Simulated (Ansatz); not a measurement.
# As₂H₂ (quintet): the correlation ladder, cc-pVDZ

An exercise on one series of results from a longer session: the logs are not shown, and one member is left open.

Program: Ansatz 0.2.0, Gaussian basis. Level of theory: cc-pVDZ, core rule «outside noble gas», up to 28 orbitals frozen. These are calculated values, not measurements.

To be run: UHF; CCSD(T) on ROHF; CCSD(T) on UHF; BCCD(T) on ROHF; CISD as a restricted active space (open shells left free, so some higher excitations enter); CCSDT(Q) on ROHF; CCSDT(Q) on UHF; CASSCF and MRCISD+Q, 12 electrons in 10 orbitals; CASSCF and NEVPT2, 12 electrons in 10 orbitals.

20 further runs of the same task are left out: 6 that didn't finish, 14 set aside as unsound or not needed. Runs told in other sessions of the task aren't counted.

## The system

The geometry is a PBE0/def2-TZVP stationary point (not a proven minimum) of the parent state, kept for this charge and spin. No spin-orbit coupling is included. The filled d shell of As may be among the frozen orbitals whatever the setting's name suggests.

4 atoms, charge 0, spin multiplicity 5.

Atoms are counted from 1 here; the program's logs count them from 0.

Bond lengths: As1–As2 2.411 Å, As1–H3 1.530 Å, As2–H4 1.530 Å. Angles: As2–As1–H3 92.6°, As1–As2–H4 92.6°.

Set-up of the first run:

Input file in.yaml:

```yaml
crystal:
  periodic: [false, false, false]
  atoms:
    - {symbol: As, position_ang: [0.014278, -0.034459, 1.204926]}
    - {symbol: As, position_ang: [0.014281, 0.034458, -1.204926]}
    - {symbol: H, position_ang: [-1.061382, 1.049446, 1.305639]}
    - {symbol: H, position_ang: [-1.061448, -1.049378, -1.305639]}
basis:
  gaussian: {orbitals: cc-pVDZ}
magnetization: {spin_polarized: true, initial_magnetization: 4}
hamiltonian: {xc: hf}
output: {orbitals: {seedname: orbitals}}
```

Launch:

```
> ansatz run in.yaml --threads 1 --pin off --events-out ev --progress --plain --max-ram 2393MiB
```

Steps of the session up to this table: UHF; CCSD(T) on ROHF; CCSD(T) on UHF; BCCD(T) on ROHF; CISD as a restricted active space (open shells left free, so some higher excitations enter); CCSDT(Q) on ROHF; CCSDT(Q) on UHF; CASSCF and MRCISD+Q, 12 electrons in 10 orbitals; CASSCF and NEVPT2, 12 electrons in 10 orbitals.

One of the session's tables, all rows but one given; the rest of the session is left out.

| method | from UCCSDT(Q) (meV) |
| --- | --- |
| ROHF | +5897.0 |
| UHF | +5681.6 |
| RMP2 | +1166.8 |
| UMP2 | +1176.8 |
| CISD | +610.9 |
| RCCSD | +198.8 |
| UCCSD | +177.7 |
| RCCSD(T) | +53.3 |
| UCCSD(T) | +36.3 |
| BCCD(T) | +52.9 |
| RCCSDT | ? |
| UCCSDT | +8.1 |
| RCCSDT(Q) | +17.2 |
| UCCSDT(Q) | 0 |
| CASSCF valence | +4725.3 |
| NEVPT2 valence | +1099.8 |
| MRCISD valence | +419.2 |
| MRCISD+Q valence | +30.3 |

Q: Estimate the row for RCCSDT from the others.

As computed: from UCCSDT(Q) (meV): +25.4. In the column «from UCCSDT(Q) (meV)» it lies between RCCSDT(Q) (+17.2) and MRCISD+Q valence (+30.3).

Caveats from the session: Restricted and unrestricted rows rest on different reference determinants; a gap between their highest levels can come from leftover correlation error, from unlike frozen cores or from another state.
